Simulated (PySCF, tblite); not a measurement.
# C₆H₁₄NPSi: geometry, infrared bands and NMR shifts

What infrared bands and NMR shifts should C₆H₁₄NPSi (`CC(C)(CC#N)C[SiH2]P`) show?

The runs use tblite 0.8.0 and PySCF 2.14.0, with density-fitted response routines of our own; the level of theory stands in each step. All values are computed, except where a source is named. Atoms are numbered from 0 throughout.

## (1) Starting geometry

23 atoms, charge 0, multiplicity 1; geometry from: force field or distance geometry start.

Bonds of the start (Å): C0–C1 1.55, C1–C2 1.53, C1–C3 1.56, C3–C4 1.48, C4–N5 1.15, C1–C6 1.57, C6–Si7 1.87, Si7–P8 2.21, C0–H9 1.11, C0–H10 1.09, C0–H11 1.09, C2–H12 1.09, C2–H13 1.10, C2–H14 1.08, C3–H15 1.08, C3–H16 1.10, C6–H17 1.10, C6–H18 1.10, Si7–H19 1.48, Si7–H20 1.48, P8–H21 1.41, P8–H22 1.43.

## (2) Geometry optimisation with GFN2-xTB

The job: settings as JSON, then the geometry in Å.

```
{"job": {"kind": "relax", "xc": "GFN2-xTB", "basis": "xTB"}, "charge": 0, "multiplicity": 1}
C     -1.654500    -0.711300     1.405400
C     -0.927400    -0.162300     0.149000
C     -1.543800    -0.856500    -1.071000
C     -1.167400     1.372300     0.031500
C     -0.587300     2.144700     1.151200
N     -0.123800     2.758700     2.008200
C      0.583400    -0.555800     0.291900
Si     1.823400    -0.060300    -1.022200
P      3.851800    -0.719700    -0.426200
H     -2.732800    -0.454600     1.381600
H     -1.589200    -1.802100     1.464700
H     -1.250900    -0.303200     2.335300
H     -1.144500    -0.466400    -2.002000
H     -2.631600    -0.684900    -1.109600
H     -1.391900    -1.927500    -1.051000
H     -0.769800     1.741900    -0.897100
H     -2.245400     1.563300     0.008200
H      0.961700    -0.173000     1.248200
H      0.643400    -1.648800     0.393400
H      1.467500    -0.693600    -2.314500
H      1.806700     1.414300    -1.189300
H      4.567500     0.017800    -1.397400
H      4.050100     0.233700     0.621600
```

The run is started by

```console
$ OMP_NUM_THREADS=1 python probes_run.py task.json out
```

This one command runs all jobs of the session in turn.

**Question.** This job is followed by: GFN2-xTB harmonic vibrations, gas phase; GIAO PBE0/pcSseg-1 NMR shielding, non-relativistic, gas phase. What will the session give for the following? strongest single infrared mode (GFN2-xTB); zero-point energy (GFN2-xTB); 13C shifts against TMS (PBE0/pcSseg-1, means over atoms taken as alike); 1H shifts against TMS (PBE0/pcSseg-1, means over atoms taken as alike); 15N shifts against NH3 (PBE0/pcSseg-1); 29Si shifts against TMS (PBE0/pcSseg-1); 31P shifts against H3PO4 (PBE0/pcSseg-1); surface potential, 1st and 99th percentile.

The runs gave:

| quantity | value |
| --- | --- |
| strongest single infrared mode (GFN2-xTB) | 2180 cm⁻¹, 285 km/mol |
| zero-point energy (GFN2-xTB) | 113.5 kcal/mol |
| 13C shifts against TMS (PBE0/pcSseg-1, means over atoms taken as alike) | 123.5, 35.0, 32.9, 31.6, 28.9 ppm |
| 1H shifts against TMS (PBE0/pcSseg-1, means over atoms taken as alike) | 4.47, 2.17, 1.24, 1.19, 1.08 ppm |
| 15N shifts against NH3 (PBE0/pcSseg-1) | 302.9 ppm |
| 29Si shifts against TMS (PBE0/pcSseg-1) | -57.2 ppm |
| 31P shifts against H3PO4 (PBE0/pcSseg-1) | -310.2 ppm |
| surface potential, 1st and 99th percentile | -1.77 V and 1.27 V |

In words: Over 49 steps the energy fell by 0.214 eV; of the close pairs, P8–H22 changed most, 1.430 to 1.382 Å. All 63 modes are real, so the xTB geometry is a minimum. The strongest single mode, at 2180 cm⁻¹, moves mainly H20. GFN2-xTB is a fitted tight-binding method: band positions and strengths are rough. Its intensities can rank the bands wrongly. C4 (nitrile carbon) lies farthest downfield among carbon, at 123.5 ppm; this is the usual window of a C≡N carbon, which has no attached hydrogen. At PBE0/pcSseg-1: The largest span, 505 ppm, is at N5, where the paramagnetic term is -377 ppm.
